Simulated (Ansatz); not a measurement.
# C₂H₃FSSi: small, medium and large basis sets

The task here is to estimate one member of a computed series from the others.

Program: Ansatz 0.2.0, Gaussian basis. Level of theory: one geometry, several basis sets. These are calculated values, not measurements.

Levels to be run: PBE0-D4/def2-SVP; ωB97M-V/def2-SVP; PBE0-D4/def2-QZVPP; ωB97M-V/def2-QZVPP; the functionals' def2-TZVPP values are taken from earlier runs.

## The relaxed structure

All runs share one geometry, relaxed beforehand with PBE0-D4 in a triple-zeta def2 set.

SMILES `FC1=C(S)[SiH2]1`, 8 atoms, charge 0, spin multiplicity 1.

Atoms are counted from 1 here; the program's logs count them from 0.

Bond lengths: F1–C2 1.323 Å, C2–C3 1.330 Å, C2–Si5 1.787 Å, C3–S4 1.716 Å, C3–Si5 1.834 Å, S4–H6 1.346 Å, Si5–H7 1.484 Å, Si5–H8 1.484 Å. Angles: F1–C2–C3 134.2°, F1–C2–Si5 155.5°, C3–C2–Si5 70.3°, C2–C3–S4 142.5°, C2–C3–Si5 66.6°, S4–C3–Si5 150.8°, C3–S4–H6 97.7°, C2–Si5–C3 43.1°, C2–Si5–H7 122.6°, C2–Si5–H8 122.6°, C3–Si5–H7 121.2°, C3–Si5–H8 121.2°, H7–Si5–H8 110.6°.

The first run:

File in.yaml:

```yaml
crystal:
  periodic: [false, false, false]
  atoms:
    - {symbol: F, position_ang: [1.510910, 1.594258, 0.025514]}
    - {symbol: C, position_ang: [0.798701, 0.479109, 0.022444]}
    - {symbol: C, position_ang: [-0.501895, 0.209497, -0.044749]}
    - {symbol: S, position_ang: [-2.043580, 0.954626, -0.161535]}
    - {symbol: Si, position_ang: [0.547405, -1.289822, 0.069284]}
    - {symbol: H, position_ang: [-1.624981, 2.233968, -0.181428]}
    - {symbol: H, position_ang: [0.774408, -2.161738, -1.109936]}
    - {symbol: H, position_ang: [0.631030, -2.076898, 1.324606]}
basis:
  gaussian: {orbitals: def2-SVP}
hamiltonian: {xc: pbe0, dispersion: d4}
output: {orbitals: {seedname: orbitals}}
```

Steps of the session up to this table: PBE0-D4 in def2-SVP; ωB97M-V in def2-SVP; PBE0-D4 in def2-QZVPP; ωB97M-V in def2-QZVPP.

One table of the session follows, with a row left open; its other results are not shown here.

It belongs to the step «Density functionals: the series». 

| functional | basis | HOMO (eV) |
| --- | --- | --- |
| PBE0-D4 | def2-SVP | -6.77 |
| PBE0-D4 | def2-TZVPP | -6.87 |
| PBE0-D4 | def2-QZVPP | -6.90 |
| ωB97M-V | def2-SVP | ? |
| ωB97M-V | def2-TZVPP | -8.93 |
| ωB97M-V | def2-QZVPP | -8.96 |

Estimate the missing values for ωB97M-V, def2-SVP.

**Answer.** HOMO (eV): -8.78. In the column «HOMO (eV)» it lies between ωB97M-V, def2-TZVPP (-8.93) and PBE0-D4, def2-QZVPP (-6.90).
